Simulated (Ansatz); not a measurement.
The system is MoIr4.

```
Ir Mo
1.0
     1.37422    0.79341   11.30610
    -1.37422    0.79341   11.30610
     0.00000   -1.58681   11.30610
Ir Mo
4 1
Direct
  0.60030 0.60030 0.60030
  0.19932 0.19932 0.19932
  0.80068 0.80068 0.80068
  0.39970 0.39970 0.39970
  0.00000 0.00000 0.00000
```

The cell comes from a database or a generator and needn't be the stable form of this composition.

Base run:

| Quantity | Value |
| --- | --- |
| Program | Ansatz 0.2.0 |
| Functional | PBEsol |
| Potentials or basis | Ansatz PAW |
| Cutoff | 420 eV |
| Density cutoff | 1680 eV |
| k mesh | 11 × 11 × 11 |
| Occupations | fermi-dirac, width 0.05 eV |
| Spin | no spin polarisation |

Its results: band gap on the k mesh none (metal or under the smearing width); pressure -12.0 GPa; largest force 0.046 eV/Å.

Problem. The run is repeated on the same cell with these changes: functional from PBEsol to BLYP. What comes out?

Solution. Band gap on the k mesh none (metal or under the smearing width); pressure 13.5 GPa; largest force 0.162 eV/Å.

BLYP binds less tightly than PBEsol, so the same cell stands under more pressure.

Caveats: the PAW data sets come from PBE, with cores solved anew for the run's functional, which leaves a small shift of forces and pressure; the density of states is complete only up to the lowest level of the last band computed; the potentials were made for another functional, which shifts forces and pressure (some runs).

Not every run made on this cell is shown here.
